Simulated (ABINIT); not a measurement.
Runs of ABINIT 10.8.3 (patched build) on HfMoC2. It takes space group P4/mmm (No. 123, tetragonal). Conventional cell: a = 3.191 Å, b = 3.191 Å, c = 4.485 Å, α = 90.00°, β = 90.00°, γ = 90.00°. Hf (site symmetry 4/mmm) has 6 C at 2.24 to 2.26 Å as nearest neighbours. Mo (site symmetry 4/mmm) has 6 C at 2.24 to 2.26 Å as nearest neighbours. Around C (site symmetry 4/mmm) lie 2 Mo at 2.24 Å and 4 Hf at 2.26 Å. Around C (site symmetry 4/mmm) lie 2 Hf at 2.24 Å and 4 Mo at 2.26 Å. The cell comes from a database or a generator and needn't be the stable form of this composition.

```tsv
task	level	potentials or basis	cell	k mesh	cutoff (eV)	fine-grid cutoff	cell freedom (optcell)	cutoff smearing ecutsm (Ha)	optimiser (ionmov)	force stop (Ha/bohr)	mesh quality	gap on the mesh (eV)	pressure (GPa)	relaxed volume (Å³/atom)
band structure	PBE	JTH PAW PBE v2.0	as given	8 × 8 × 6	517	1034.03 eV	-	-	-	-	not flagged	none	-1.2	-
band structure	TB-mBJ	JTH PAW LDA v2.0	as given	7 × 7 × 5	626	1224.51 eV	-	-	-	-	not flagged	none	-	-
band structure	r2SCAN	JTH PAW PBE v2.0	as given	8 × 8 × 6	626	1224.51 eV	-	-	-	-	not flagged	none	-	-
relaxation of cell and atoms	LDA	JTH PAW LDA v2.0	relaxed	8 × 8 × 6	517	1034.03 eV	2	0.5	2	0.0005	not flagged	none	0.1	10.86
relaxation of cell and atoms	PBEsol	PseudoDojo NC SR PBEsol v0.4.1 standard	relaxed	5 × 5 × 4	1116	-	2	0.5	2	0.0002	coarse	none	0.0	(a)
```

Alike in all rows: no spin polarisation; smearing fermi-dirac 0.05 eV.

Task: Fill in the values left out.

Result: (a) 11.10.

Caveats: some runs use coarse meshes; the PAW data sets were made with another functional, which shifts forces and pressure a little (some runs); the constant c of TB-mBJ comes from the pseudo density here, which moves gaps by up to 0.3 eV between sets of potentials (some runs).

A k mesh can miss the band edges, and the runs leave out spin-orbit coupling on Hf, Mo.

A gap of «none» marks a metal or a gap under the smearing width.

Not every run made on this cell is shown here.
